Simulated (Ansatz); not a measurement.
# C₃H₇GeN: up Jacob's ladder to CCSD(T)

The task here is to estimate one member of a computed series from the others.

Computed with Ansatz 0.2.0, Gaussian basis. Level: functionals in def2-TZVPP, the program's frozen cores in correlated methods.

Levels to be run: PBE-D4, r2SCAN-D4, PBE0-D4, B3LYP-D4, ωB97X-V, ωB97M-V, B2PLYP; CCSD(T)/def2-TZVPP; MP2/def2-QZVPP; extrapolation to the limit.

## The geometry

The geometry comes from an earlier relaxation with PBE0-D4 in a triple-zeta def2 set; it is a stationary point, not always the lowest conformer.

SMILES `C[CH]([GeH3])C#N`, 12 atoms, charge 0, spin multiplicity 1.

Atoms are counted from 1 here; the program's logs count them from 0.

Bond lengths: C1–C2 1.530 Å, C1–H6 1.092 Å, C1–H7 1.091 Å, C1–H8 1.091 Å, C2–Ge3 1.990 Å, C2–C4 1.446 Å, C2–H9 1.095 Å, Ge3–H10 1.533 Å, Ge3–H11 1.537 Å, Ge3–H12 1.534 Å, C4–N5 1.152 Å. Angles: C2–C1–H6 111.0°, C2–C1–H7 110.2°, C2–C1–H8 111.1°, H6–C1–H7 108.3°, H6–C1–H8 107.9°, H7–C1–H8 108.3°, C1–C2–Ge3 111.6°, C1–C2–C4 112.2°, C1–C2–H9 110.2°, Ge3–C2–C4 108.7°, Ge3–C2–H9 106.2°, C4–C2–H9 107.8°, C2–Ge3–H10 109.7°, C2–Ge3–H11 107.1°, C2–Ge3–H12 108.3°, H10–Ge3–H11 110.5°, H10–Ge3–H12 110.9°, H11–Ge3–H12 110.2° and more.

The first run:

The input, in.yaml:

```yaml
crystal:
  periodic: [false, false, false]
  atoms:
    - {symbol: C, position_ang: [-1.251088, -0.376204, 0.682047]}
    - {symbol: C, position_ang: [-0.340903, 0.093628, -0.454172]}
    - {symbol: Ge, position_ang: [1.555519, -0.418044, -0.133678]}
    - {symbol: C, position_ang: [-0.407104, 1.524346, -0.650001]}
    - {symbol: N, position_ang: [-0.437231, 2.668051, -0.781833]}
    - {symbol: H, position_ang: [-2.292121, -0.113697, 0.483628]}
    - {symbol: H, position_ang: [-1.186544, -1.460079, 0.793439]}
    - {symbol: H, position_ang: [-0.963985, 0.082594, 1.629811]}
    - {symbol: H, position_ang: [-0.631059, -0.386148, -1.394155]}
    - {symbol: H, position_ang: [2.421149, 0.044737, -1.311016]}
    - {symbol: H, position_ang: [1.594057, -1.949496, -0.005603]}
    - {symbol: H, position_ang: [2.016211, 0.235112, 1.175533]}
basis:
  gaussian: {orbitals: def2-TZVPP}
hamiltonian: {xc: pbe, dispersion: d4}
output: {forces: true, orbitals: {seedname: orbitals}}
```

Command:

```console
ansatz run in.yaml --threads 4 --pin off --events-out ev --progress --plain --max-ram 10444MiB
```

Among the steps run: PBE-D4 (GGA); r2SCAN-D4 (meta-GGA); PBE0-D4 (hybrid); B3LYP-D4 (hybrid); ωB97X-V (range-separated); ωB97M-V (range-separated); B2PLYP (double hybrid); CCSD(T) in def2-TZVPP; MP2 in def2-QZVPP.

One of the session's tables, all rows but one given; the rest of the session is left out.

| method | atomisation energy (kJ/mol) |
| --- | --- |
| PBE-D4 | 4651.4 |
| r2SCAN-D4 | 4551.9 |
| PBE0-D4 | 4565.6 |
| B3LYP-D4 | 4554.3 |
| ωB97X-V | 4569.2 |
| ωB97M-V | 4555.9 |
| B2PLYP | 4516.2 |
| HF/def2-TZVPP | 3274.9 |
| MP2/def2-TZVPP | 4518.7 |
| CCSD/def2-TZVPP | 4380.7 |
| CCSD(T)/def2-TZVPP | 4454.8 |
| MP2/CBS | ? |
| CCSD(T)/CBS | 4555.7 |

Q: Estimate the row for MP2/CBS from the others.

The run gave: atomisation energy (kJ/mol): 4619.6. In the column «atomisation energy (kJ/mol)» it lies between ωB97X-V (4569.2) and PBE-D4 (4651.4).
